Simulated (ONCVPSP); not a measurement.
# Ru: the cost of one run

Method: ONCVPSP 4.0.1, PBE, scalar-relativistic.

### 1 The design

The settings as typed:

```
element                 : ruthenium (Ru, Z = 44)
type                    : optimised norm-conserving Vanderbilt (ONCV)
frozen core             : [Ar] 3d10
valence charge          : 16
reference configuration : 4s2 4p6 4d6 (charge +2)
partial waves           : 4s: rc 1.60 bohr, ncon 4, nbas 8, qcut 6.8 1/bohr, 2 projectors, debl 1 Ha; 4p: rc 1.20 bohr, ncon 3, nbas 6, qcut 7.3 1/bohr, 2 projectors, debl 1.6 Ha; 4d: rc 1.80 bohr, ncon 4, nbas 9, qcut 9.5 1/bohr, 2 projectors, debl 3.7 Ha
local potential         : polynomial inside 0.80 bohr (lpopt 5, dvloc0 2 Ha)
core correction         : not asked for
```

The nodes and maxima of the atom's own shells, from an earlier all-electron run, set the scale for the radii.

All-electron outer shells of the reference configuration (PBE, scalar-relativistic, ld1.x):

```
shell  level (eV)  outermost node (bohr)  outermost maximum (bohr)
   4s      -96.51                   0.48                      0.92
   4p      -66.41                   0.49                      0.98
   4d      -24.14                   0.48                      1.20
   5s      -19.07                   1.22                      2.44
   5p      -13.46                   1.37                      2.90
```

### 2 The generation run

Contents of Ru.dat:

```
# ATOM AND REFERENCE CONFIGURATION
# atsym  z   nc   nv     iexc    psfile
  Ru 44.00    6    3        4      upf
#
#   n    l    f
    1    0    2.00
    2    0    2.00
    2    1    6.00
    3    0    2.00
    3    1    6.00
    3    2   10.00
    4    0    2.00
    4    1    6.00
    4    2    6.00
#
# PSEUDOPOTENTIAL AND OPTIMIZATION
# lmax
    2
#
#   l,   rc,      ep,       ncon, nbas, qcut
    0    1.60    0.00    4    8    6.80
    1    1.20    0.00    3    6    7.30
    2    1.80    0.00    4    9    9.50
#
# LOCAL POTENTIAL
# lloc, lpopt,  rc(5),   dvloc0
    4    5    0.80    2.00
#
# VANDERBILT-KLEINMAN-BYLANDER PROJECTORs
# l, nproj, debl
    0    2    1.00
    1    2    1.60
    2    2    3.70
#
# MODEL CORE CHARGE
# icmod, fcfact, rcfact
    0    0.00    0.00
#
# LOG DERIVATIVE ANALYSIS
# epsh1, epsh2, depsh
   -5.00    5.00    0.04
#
# OUTPUT GRID
# rlmax, drl
    6.00    0.01
#
# TEST CONFIGURATIONS
# ncnf
    4
# nvcnf
#   n    l    f
    4
    4    0    2.00
    4    1    6.00
    4    2    7.00
    5    0    1.00
#
    3
    4    0    2.00
    4    1    6.00
    4    2    7.00
#
    3
    4    0    2.00
    4    1    6.00
    4    2    5.00
#
    4
    4    0    2.00
    4    1    6.00
    4    2    7.50
    5    0    0.50
#
```

Launch:

```console
$ oncvpsp.x < Ru.dat > Ru.out
```

**Question.** How long does this run take on 1 thread of Intel Xeon Platinum 8488C, shared host?

About 3.9 s.
